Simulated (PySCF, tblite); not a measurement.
**C6H11BN2O: geometry, infrared bands and NMR shifts**

Aim: predict the infrared bands and NMR shifts of C6H11BN2O (`C=C(CC=O)[B@@H-](N)[N+]#CC`).

Computed with tblite 0.8.0 and PySCF 2.14.0, with density-fitted response routines of our own, on a single molecule in the gas phase. Atoms count from 0, in the outputs and in this text.

## 1. Starting geometry

21 atoms, charge 0, multiplicity 1; geometry from: force field or distance geometry start.

Bonds of the start (Å): C0–C1 1.34, C1–C2 1.51, C2–C3 1.48, C3–O4 1.23, C1–B5 1.60, B5–N6 1.53, B5–N7 1.48, N7–C8 1.16, C8–C9 1.47, C0–H10 1.08, C0–H11 1.10, C2–H12 1.10, C2–H13 1.12, C3–H14 1.09, B5–H15 1.18, N6–H16 1.05, N6–H17 1.05, C9–H18 1.11, C9–H19 1.11, C9–H20 1.10.

## 2. Optimising the geometry with GFN2-xTB

What the job is given:

```
{"job": {"kind": "relax", "xc": "GFN2-xTB", "basis": "xTB"}, "charge": 0, "multiplicity": 1}
C      0.684800     1.366600     1.029200
C      0.882900     0.452000     0.066900
C      1.966600     0.670600    -0.962400
C      3.321000     0.496500    -0.382400
O      3.683300    -0.613100     0.018500
B      0.010500    -0.888600     0.046000
N      0.194800    -1.655600     1.362200
N     -1.414300    -0.537200    -0.131600
C     -2.531600    -0.275200    -0.278000
C     -3.951300     0.068900    -0.455200
H      1.263000     2.279100     1.059100
H     -0.089800     1.225100     1.793100
H      1.835800    -0.024600    -1.810700
H      1.870600     1.703500    -1.376300
H      3.992800     1.343700    -0.289000
H      0.354500    -1.583500    -0.845900
H      1.196300    -1.949900     1.429900
H     -0.369600    -2.542600     1.297400
H     -4.201000     0.039700    -1.533200
H     -4.127600     1.092800    -0.061300
H     -4.580800    -0.651500     0.095500
```

Run with:

```bash
$ OMP_NUM_THREADS=1 python probes_run.py task.json out
```

One launch serves the whole session: the jobs run in the order shown.

**Question.** This job is followed by: GFN2-xTB harmonic vibrations, gas phase; GIAO PBE0/pcSseg-1 NMR shielding, non-relativistic, gas phase. What will the session give for the following? strongest single infrared mode (GFN2-xTB); zero-point energy (GFN2-xTB); ¹³C shifts against TMS (PBE0/pcSseg-1); ¹H shifts against TMS (PBE0/pcSseg-1, means over atoms taken as alike); ¹⁷O shifts against H2O (PBE0/pcSseg-1); ¹¹B shifts against BF3·OEt2 (PBE0/pcSseg-1); ¹⁵N shifts against NH3 (PBE0/pcSseg-1).

As calculated:

| quantity | value |
| --- | --- |
| strongest single infrared mode (GFN2-xTB) | 1769 cm⁻¹, 436 km/mol |
| zero-point energy (GFN2-xTB) | 101.4 kcal/mol |
| ¹³C shifts against TMS (PBE0/pcSseg-1) | 206.6, 167.4, 122.8, 116.5, 61.0, 1.8 ppm |
| ¹H shifts against TMS (PBE0/pcSseg-1, means over atoms taken as alike) | 9.63, 5.29, 5.04, 3.29, 2.85, 2.80, 2.50, -0.26 ppm |
| ¹⁷O shifts against H2O (PBE0/pcSseg-1) | 672.8 ppm |
| ¹¹B shifts against BF3·OEt2 (PBE0/pcSseg-1) | -17.0 ppm |
| ¹⁵N shifts against NH3 (PBE0/pcSseg-1) | 241.7, 41.0 ppm |

**Reading.** Over 259 steps the energy fell by 0.605 eV; of the close pairs, B5–N7 changed most, 1.478 to 1.529 Å. No mode is imaginary among the 57: a minimum at this level. The strongest single mode, at 1769 cm⁻¹, moves mainly C3 and O4. GFN2-xTB is a fitted tight-binding method: band positions and strengths are rough. Its intensities can rank the bands wrongly. C3 (aldehyde carbonyl carbon) lies farthest downfield among carbon, at 206.6 ppm; the double bond to the heteroatom, with no lone-pair donor beside it, deshields it most. The most deshielded hydrogen is H14 (hydrogen on an aldehyde carbonyl carbon), at 9.63 ppm: deshielded by the polar, anisotropic C=O bond. At PBE0/pcSseg-1: Shielding is most anisotropic at O4 (span 1244 ppm, paramagnetic term -732 ppm).
